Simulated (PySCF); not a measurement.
**Boron: the same states on changed settings**

These states were run before on sound settings. What differs here: basis STO-3G, unsound on purpose. What does it move?

Method: unrestricted determinants in a Gaussian basis, no spin-orbit coupling in the energies. Code: PySCF 2.14.0.

### 1 The system

```
Element                                   : boron (Z = 5)
Basis                                     : STO-3G (2s1p, 5 functions)
Hamiltonian                               : the non-relativistic Hamiltonian (point nucleus)
State 1                                   : B: [He] 2s2 2p1, 2P determinant
State 2                                   : B⁺: [He] 2s2, closed-shell 1S
Methods                                   : UHF, LDA, MN15, MP2, CCSD(T)
Core shells frozen in the correlated runs : valence: 1s2 (for B)
```

The outer shells:

B [He] 2s2 2p1
```
[He] core
2s [↑↓]
2p [↑ ][  ][  ]
```

B+ [He] 2s2
```
[He] core
2s [↑↓]
```

The sound run (6-31G*, the non-relativistic Hamiltonian (point nucleus), symmetry-adapted start, fine grid, valence correlation) gave:

```csv
species,method,energy (hartree)
B,UHF,-24.52197
B,LDA,-24.34192
B,MN15,-24.61209
B,MP2 (valence),-24.55803
B,CCSD(T) (valence),-24.57908
B⁺,UHF,-24.23404
B⁺,LDA,-24.03248
B⁺,MN15,-24.32084
B⁺,MP2 (valence),-24.26739
B⁺,CCSD(T) (valence),-24.29278
```

The runs were made by one driver on top of PySCF. The scripts below sum up each run's settings (the driver also hands on starting orbitals that pick excited configurations, and frozen orbitals as a list rather than a count), and the logs come from the driver's own runs. The driver starts from symmetry-adapted Hartree-Fock orbitals, holds the occupation by maximum overlap and uses a logarithmic radial grid for functionals, so a plain start would take other cycles.

It was started by

```bash
OMP_NUM_THREADS=1 python atomrun2.py TASK.json OUT
```

The integrals over 5 functions and the set-up took 0.01 s of CPU time.

### 2 Changed run, B: the ladder of methods

Level: UHF.

input.py reads:

```python
from pyscf import gto, scf, dft, mp, cc
import basis_set_exchange as bse
mol = gto.M(atom="B 0 0 0", charge=0, spin=1, symmetry="D2h",
            basis=gto.basis.parse(bse.get_basis("STO-3G", elements=["B"], fmt="nwchem", header=False)))
mf = scf.UHF(mol)
mf.irrep_nelec = {'Ag': (2, 2), 'B2u': (1, 0)}
mf.kernel()
```

The program printed:

```text
damping factor = 0
level_shift factor = 0
DIIS = <class 'pyscf.scf.diis.CDIIS'>
diis_start_cycle = 1
diis_space = 10
diis_damp = 0
SCF conv_tol = 1e-09
SCF conv_tol_grad = None
number electrons alpha = 3  beta = 2
cycle= 1 E= -24.1489886649195  delta_E= 3.55e-15  |g|=    0  |ddm|= 5.21e-16
converged SCF energy = -24.1489886649195  <S^2> = 0.75  2S+1 = 2
```

It took 0.02 s on 1 thread of Neoverse-V2, shared host, the integrals not counted.

The occupied shells:

```csv
shell,electrons,mean orbital energy (eV),spread (eV),rms radius (bohr)
1s α,1,-197.71,0,0.379
1s β,1,-197.13,0,0.379
2s α,1,-11.654,0,1.87
2s β,1,-8.591,0,1.87
2p α,1,-5.456,0,1.83
```

⟨S²⟩ = 0.750, ⟨L²⟩ = 2.00.

Level: LDA.

input.py, as changed from the run before:

```diff
@@ -4,3 +4,3 @@
             basis=gto.basis.parse(bse.get_basis("STO-3G", elements=["B"], fmt="nwchem", header=False)))
-mf = scf.UHF(mol)
+mf = dft.UKS(mol, xc="LDA,VWN")
 mf.irrep_nelec = {'Ag': (2, 2), 'B2u': (1, 0)}
```

The program printed:

```text
damping factor = 0
level_shift factor = 0
DIIS = <class 'pyscf.scf.diis.CDIIS'>
diis_start_cycle = 1
diis_space = 10
diis_damp = 0
SCF conv_tol = 1e-09
SCF conv_tol_grad = None
number electrons alpha = 3  beta = 2
XC functionals = LDA,VWN
    P. A. M. Dirac.,  Math. Proc. Cambridge Philos. Soc. 26, 376 (1930)
    F. Bloch.,  Z. Phys. 57, 545 (1929)
    S. H. Vosko, L. Wilk, and M. Nusair.,  Can. J. Phys. 58, 1200 (1980)
cycle= 1 E= -23.9640534099985  delta_E= 7.11e-15  |g|=    0  |ddm|= 1.04e-15
converged SCF energy = -23.9640534099985  <S^2> = 0.75  2S+1 = 2
```

Time after the integrals: 0.01 s (1 thread of Neoverse-V2, shared host).

At LDA the highest occupied level has a positive energy, a sign that the basis describes that shell poorly.

Level: MN15.

input.py, as changed from the run before:

```diff
@@ -4,3 +4,3 @@
             basis=gto.basis.parse(bse.get_basis("STO-3G", elements=["B"], fmt="nwchem", header=False)))
-mf = dft.UKS(mol, xc="LDA,VWN")
+mf = dft.UKS(mol, xc="MN15")
 mf.irrep_nelec = {'Ag': (2, 2), 'B2u': (1, 0)}
```

The program printed:

```text
damping factor = 0
level_shift factor = 0
DIIS = <class 'pyscf.scf.diis.CDIIS'>
diis_start_cycle = 1
diis_space = 10
diis_damp = 0
SCF conv_tol = 1e-09
SCF conv_tol_grad = None
number electrons alpha = 3  beta = 2
XC functionals = MN15
    H. S. Yu, X. He, S. L. Li, and D. G. Truhlar.,  Chem. Sci. 7, 5032-5051 (2016)
    H. S. Yu, X. He, S. L. Li, and D. G. Truhlar.,  Chem. Sci. 7, 5032-5051 (2016)
cycle= 1 E= -24.0986292821476  delta_E= 7.11e-15  |g|=    0  |ddm|= 7.57e-16
converged SCF energy = -24.0986292821476  <S^2> = 0.75  2S+1 = 2
```

Time after the integrals: 0.02 s (1 thread of Neoverse-V2, shared host).

Level: MP2 (valence).

input.py, as changed from the run before:

```diff
@@ -4,4 +4,5 @@
             basis=gto.basis.parse(bse.get_basis("STO-3G", elements=["B"], fmt="nwchem", header=False)))
-mf = dft.UKS(mol, xc="MN15")
+mf = scf.UHF(mol)
 mf.irrep_nelec = {'Ag': (2, 2), 'B2u': (1, 0)}
 mf.kernel()
+mp.UMP2(mf, frozen=1).kernel()
```

The driver printed no log here.

It took 0.01 s on 1 thread of Neoverse-V2, shared host, the integrals not counted.

With 3 electrons correlated, the MP2 correlation energy is -0.01866 hartree (0.00000 same spin, -0.01866 opposite spin); the SCS form gives -0.02239. Largest pairs of shells: 2s-2s -0.0187, 2s-2p 0.0000, 2p-2p 0.0000.

Level: CCSD(T) (valence).

input.py, as changed from the run before:

```diff
@@ -7,2 +7,3 @@
 mf.kernel()
-mp.UMP2(mf, frozen=1).kernel()
+mycc = cc.CCSD(mf, frozen=1).run()
+mycc.ccsd_t()
```

The program printed:

```text
CC2 = 0
CCSD nocc = (np.int64(2), np.int64(1)), nmo = (4, 4)
frozen orbitals [[0], [0]]
max_cycle = 100
direct = 0
conv_tol = 1e-08
conv_tol_normt = 1e-06
diis_space = 8
diis_start_cycle = 0
Init t2, MP2 energy = -0.0186569984446422
Init E_corr(UCCSD) = -0.0186569984446422
cycle = 1  E_corr(UCCSD) = -0.0289045927782929  dE = -0.0102475943  norm(t1,t2) = 0.0643718
cycle = 2  E_corr(UCCSD) = -0.0343151536122513  dE = -0.00541056083  norm(t1,t2) = 0.0339873
cycle = 3  E_corr(UCCSD) = -0.0400939830072492  dE = -0.00577882939  norm(t1,t2) = 0.0175529
cycle = 4  E_corr(UCCSD) = -0.0400114769441023  dE = 8.25060631e-05  norm(t1,t2) = 0.000299026
cycle = 5  E_corr(UCCSD) = -0.0400052662221605  dE = 6.21072194e-06  norm(t1,t2) = 4.19753e-05
cycle = 6  E_corr(UCCSD) = -0.0400029658319393  dE = 2.30039022e-06  norm(t1,t2) = 2.2628e-05
cycle = 7  E_corr(UCCSD) = -0.0400017681933948  dE = 1.19763854e-06  norm(t1,t2) = 1.54621e-05
cycle = 8  E_corr(UCCSD) = -0.0400010341947367  dE = 7.33998658e-07  norm(t1,t2) = 1.17314e-05
cycle = 9  E_corr(UCCSD) = -0.040000538511534  dE = 4.95683203e-07  norm(t1,t2) = 9.44493e-06
cycle = 10  E_corr(UCCSD) = -0.039997839919131  dE = 2.6985924e-06  norm(t1,t2) = 7.90084e-06
cycle = 11  E_corr(UCCSD) = -0.0399980028141405  dE = -1.62895009e-07  norm(t1,t2) = 5.05395e-07
cycle = 12  E_corr(UCCSD) = -0.0399980021941702  dE = 6.19970325e-10  norm(t1,t2) = 2.02818e-09
UCCSD converged
E(UCCSD) = -24.1889866671137  E_corr = -0.03999800219417018
UCCSD(T) correction = 0
```

Time after the integrals: 0.05 s (1 thread of Neoverse-V2, shared host).

CCSD correlation -0.04000 hartree, triples 0.00000; total -24.188987. T1 = 0.000, largest double amplitude 0.178.

A double-excitation amplitude exceeds 0.15, a sign of near-degeneracy.

### 3 Changed run, B⁺: the ladder of methods

Level: UHF.

input.py reads:

```python
from pyscf import gto, scf, dft, mp, cc
import basis_set_exchange as bse
mol = gto.M(atom="B 0 0 0", charge=1, spin=0, symmetry="D2h",
            basis=gto.basis.parse(bse.get_basis("STO-3G", elements=["B"], fmt="nwchem", header=False)))
mf = scf.UHF(mol)
mf.irrep_nelec = {'Ag': (2, 2)}
mf.kernel()
```

The program printed:

```text
damping factor = 0
level_shift factor = 0
DIIS = <class 'pyscf.scf.diis.CDIIS'>
diis_start_cycle = 1
diis_space = 10
diis_damp = 0
SCF conv_tol = 1e-09
SCF conv_tol_grad = None
number electrons alpha = 2  beta = 2
cycle= 1 E= -23.9484703846217  delta_E= 7.11e-15  |g|=    0  |ddm|= 3.33e-16
converged SCF energy = -23.9484703846217  <S^2> = -4.4408921e-16  2S+1 = 1
```

It took 0.02 s on 1 thread of Neoverse-V2, shared host, the integrals not counted.

The occupied shells:

```csv
shell,electrons,mean orbital energy (eV),spread (eV),rms radius (bohr)
1s,2,-217.32,0,0.377
2s,2,-23.109,0,1.87
```

⟨S²⟩ = 0.000, ⟨L²⟩ = 0.00.

Level: LDA.

input.py, as changed from the run before:

```diff
@@ -4,3 +4,3 @@
             basis=gto.basis.parse(bse.get_basis("STO-3G", elements=["B"], fmt="nwchem", header=False)))
-mf = scf.UHF(mol)
+mf = dft.UKS(mol, xc="LDA,VWN")
 mf.irrep_nelec = {'Ag': (2, 2)}
```

The program printed:

```text
damping factor = 0
level_shift factor = 0
DIIS = <class 'pyscf.scf.diis.CDIIS'>
diis_start_cycle = 1
diis_space = 10
diis_damp = 0
SCF conv_tol = 1e-09
SCF conv_tol_grad = None
number electrons alpha = 2  beta = 2
XC functionals = LDA,VWN
    P. A. M. Dirac.,  Math. Proc. Cambridge Philos. Soc. 26, 376 (1930)
    F. Bloch.,  Z. Phys. 57, 545 (1929)
    S. H. Vosko, L. Wilk, and M. Nusair.,  Can. J. Phys. 58, 1200 (1980)
cycle= 1 E= -23.7415537106939  delta_E=    0  |g|=    0  |ddm|= 1.11e-16
converged SCF energy = -23.7415537106939  <S^2> = -8.8817842e-16  2S+1 = 1
```

It took 0.01 s on 1 thread of Neoverse-V2, shared host, the integrals not counted.

Level: MN15.

input.py, as changed from the run before:

```diff
@@ -4,3 +4,3 @@
             basis=gto.basis.parse(bse.get_basis("STO-3G", elements=["B"], fmt="nwchem", header=False)))
-mf = dft.UKS(mol, xc="LDA,VWN")
+mf = dft.UKS(mol, xc="MN15")
 mf.irrep_nelec = {'Ag': (2, 2)}
```

The program printed:

```text
damping factor = 0
level_shift factor = 0
DIIS = <class 'pyscf.scf.diis.CDIIS'>
diis_start_cycle = 1
diis_space = 10
diis_damp = 0
SCF conv_tol = 1e-09
SCF conv_tol_grad = None
number electrons alpha = 2  beta = 2
XC functionals = MN15
    H. S. Yu, X. He, S. L. Li, and D. G. Truhlar.,  Chem. Sci. 7, 5032-5051 (2016)
    H. S. Yu, X. He, S. L. Li, and D. G. Truhlar.,  Chem. Sci. 7, 5032-5051 (2016)
cycle= 1 E= -23.8888859052808  delta_E= 3.55e-15  |g|=    0  |ddm|= 3.14e-16
converged SCF energy = -23.8888859052808  <S^2> = -8.8817842e-16  2S+1 = 1
```

Time after the integrals: 0.02 s (1 thread of Neoverse-V2, shared host).

Level: MP2 (valence).

input.py, as changed from the run before:

```diff
@@ -4,4 +4,5 @@
             basis=gto.basis.parse(bse.get_basis("STO-3G", elements=["B"], fmt="nwchem", header=False)))
-mf = dft.UKS(mol, xc="MN15")
+mf = scf.UHF(mol)
 mf.irrep_nelec = {'Ag': (2, 2)}
 mf.kernel()
+mp.UMP2(mf, frozen=1).kernel()
```

This step left no log, only its results.

Time after the integrals: 0.01 s (1 thread of Neoverse-V2, shared host).

With 2 electrons correlated, the MP2 correlation energy is -0.02941 hartree (0.00000 same spin, -0.02941 opposite spin); the SCS form gives -0.03529. Largest pairs of shells: 2s-2s -0.0294.

Level: CCSD(T) (valence).

input.py, as changed from the run before:

```diff
@@ -7,2 +7,3 @@
 mf.kernel()
-mp.UMP2(mf, frozen=1).kernel()
+mycc = cc.CCSD(mf, frozen=1).run()
+mycc.ccsd_t()
```

The program printed:

```text
CC2 = 0
CCSD nocc = 1, nmo = 4
frozen orbitals [0]
max_cycle = 100
direct = 0
conv_tol = 1e-08
conv_tol_normt = 1e-06
diis_space = 8
diis_start_cycle = 0
Init t2, MP2 energy = -23.9778754980101  E_corr(MP2) -0.0294051133884394
Init E_corr(CCSD) = -0.0294051133884394
cycle = 1  E_corr(CCSD) = -0.0453427629529092  dE = -0.0159376496  norm(t1,t2) = 0.0815952
cycle = 2  E_corr(CCSD) = -0.0534240363893676  dE = -0.00808127344  norm(t1,t2) = 0.0413733
cycle = 3  E_corr(CCSD) = -0.0611432690950902  dE = -0.00771923271  norm(t1,t2) = 0.0202126
cycle = 4  E_corr(CCSD) = -0.0609928956310005  dE = 0.000150373464  norm(t1,t2) = 0.00048127
cycle = 5  E_corr(CCSD) = -0.0609804750356257  dE = 1.24205954e-05  norm(t1,t2) = 7.3654e-05
cycle = 6  E_corr(CCSD) = -0.0609758223314886  dE = 4.65270414e-06  norm(t1,t2) = 3.99935e-05
cycle = 7  E_corr(CCSD) = -0.0609733894922995  dE = 2.43283919e-06  norm(t1,t2) = 2.73848e-05
cycle = 8  E_corr(CCSD) = -0.0609718952730588  dE = 1.49421924e-06  norm(t1,t2) = 2.07919e-05
cycle = 9  E_corr(CCSD) = -0.0609708850027341  dE = 1.01027032e-06  norm(t1,t2) = 1.67427e-05
cycle = 10  E_corr(CCSD) = -0.0609653126717101  dE = 5.57233102e-06  norm(t1,t2) = 1.40049e-05
cycle = 11  E_corr(CCSD) = -0.060965719328491  dE = -4.06656781e-07  norm(t1,t2) = 1.09557e-06
cycle = 12  E_corr(CCSD) = -0.0609657170818375  dE = 2.2466535e-09  norm(t1,t2) = 6.42406e-09
CCSD converged
E(CCSD) = -24.00943610170352  E_corr = -0.06096571708183752
```

Time after the integrals: 0.05 s (1 thread of Neoverse-V2, shared host).

CCSD correlation -0.06097 hartree, triples 0.00000; total -24.009436. T1 = 0.000, largest double amplitude 0.180. With two correlated electrons the triples vanish and CCSD is exact in this space.

A double-excitation amplitude exceeds 0.15, a sign of near-degeneracy.

### 4 Against the sound run

```csv
species,method,converged,energy less sound run (eV)
B,UHF,yes,+10.1494
B,LDA,yes,+10.2822
B,MN15,yes,+13.9719
B,MP2 (valence),yes,+10.6228
B,CCSD(T) (valence),yes,+10.6151
B⁺,UHF,yes,+7.7708
B⁺,LDA,yes,+7.9165
B⁺,MN15,yes,+11.7542
B⁺,MP2 (valence),yes,+7.8780
B⁺,CCSD(T) (valence),yes,+7.7102
```

Ionisation energy of B:

```csv
method,sound run (eV),changed run (eV),shift (eV)
UHF,7.835,5.456,-2.379
LDA,8.420,6.055,-2.366
MN15,7.925,5.707,-2.218
MP2,7.909,5.164,-2.745
SCS-MP2,7.870,5.105,-2.765
CCSD,7.770,4.886,-2.884
CCSD(T),7.791,4.886,-2.905
```

### 5 Summary of results

```
                                 quantity                value
                                   change         basis STO-3G
                           runs converged             10 of 10
largest shift of a converged total energy              14.0 eV
   largest shift of the ionisation energy  -2.905 eV (CCSD(T))
```

In words: The ionisation energy moves by up to 2.90 eV, at CCSD(T). A minimal basis describes the outer orbitals poorly and treats the two species unevenly. The setting is unsound on purpose, so these numbers are no properties of the atom.
